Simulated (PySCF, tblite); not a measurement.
# C₄H₄ClF₃O: infrared bands and NMR shifts

Aim: predict the infrared bands and NMR shifts of C₄H₄ClF₃O (`C[C@H](F)C(F)(F)C(=O)Cl`).

Programs: tblite 0.8.0 and PySCF 2.14.0, with density-fitted response routines of our own. Each step states its level of theory. These are calculated values for one molecule in the gas phase, unless marked as measured. Atoms count from 0, in the outputs and in this text.

### 1 The molecule as given

13 atoms, charge 0, multiplicity 1; geometry from: GFN2-xTB.

Bonds of the start (Å): C0–C1 1.52, C1–F2 1.37, C1–C3 1.55, C3–F4 1.36, C3–F5 1.35, C3–C6 1.54, C6–O7 1.18, C6–Cl8 1.72, C0–H9 1.09, C0–H10 1.09, C0–H11 1.09, C1–H12 1.10.

### 2 Vibrational analysis with GFN2-xTB

What the job is given:

```
{"job": {"kind": "ir", "xc": "GFN2-xTB", "basis": "xTB"}, "charge": 0, "multiplicity": 1}
C     -1.782681     0.184034     0.246908
C     -0.295744     0.274669     0.530811
F      0.115087     1.586381     0.520035
C      0.545179    -0.494317    -0.516292
F      0.369423    -1.825713    -0.311681
F      0.116493    -0.257354    -1.772950
C      2.040627    -0.158983    -0.344207
O      2.688041    -0.537522     0.573239
Cl     2.653771     0.867099    -1.587855
H     -2.096924    -0.854917     0.286165
H     -1.999885     0.591626    -0.737634
H     -2.324542     0.755916     0.995168
H     -0.033232    -0.130431     1.516822
```

**Question.** This job is followed by: GIAO PBE0/pcSseg-1 NMR shielding, non-relativistic, gas phase. What will the session give for the following? strongest single infrared mode (GFN2-xTB); zero-point energy (GFN2-xTB); 13C shifts against TMS (PBE0/pcSseg-1); 1H shifts against TMS (PBE0/pcSseg-1, means over atoms taken as alike); 19F shifts against CFCl3 (PBE0/pcSseg-1); 17O shifts against H2O (PBE0/pcSseg-1); 35Cl shifts against HCl (PBE0/pcSseg-1).

As calculated:

```
                                                              quantity                         value
                             strongest single infrared mode (GFN2-xTB)         1810 cm⁻¹, 346 km/mol
                                          zero-point energy (GFN2-xTB)                 48.6 kcal/mol
                                13C shifts against TMS (PBE0/pcSseg-1)  182.8, 120.3, 95.0, 15.6 ppm
1H shifts against TMS (PBE0/pcSseg-1, means over atoms taken as alike)                5.05, 1.67 ppm
                              19F shifts against CFCl3 (PBE0/pcSseg-1)    -128.6, -139.1, -221.8 ppm
                                17O shifts against H2O (PBE0/pcSseg-1)                     607.9 ppm
                               35Cl shifts against HCl (PBE0/pcSseg-1)                       466 ppm
```

**Reading.** No mode is imaginary among the 33: a minimum at this level. The strongest single mode, at 1810 cm⁻¹, moves mainly C6 and O7. GFN2-xTB is a fitted tight-binding method: band positions and strengths are rough. Its intensities can rank the bands wrongly. The most deshielded hydrogen is H12 (hydrogen on an sp3 CH bonded to F), at 5.05 ppm: its carbon carries F, which withdraws density. At PBE0/pcSseg-1: Shielding is most anisotropic at O7 (span 994 ppm, paramagnetic term -667 ppm).
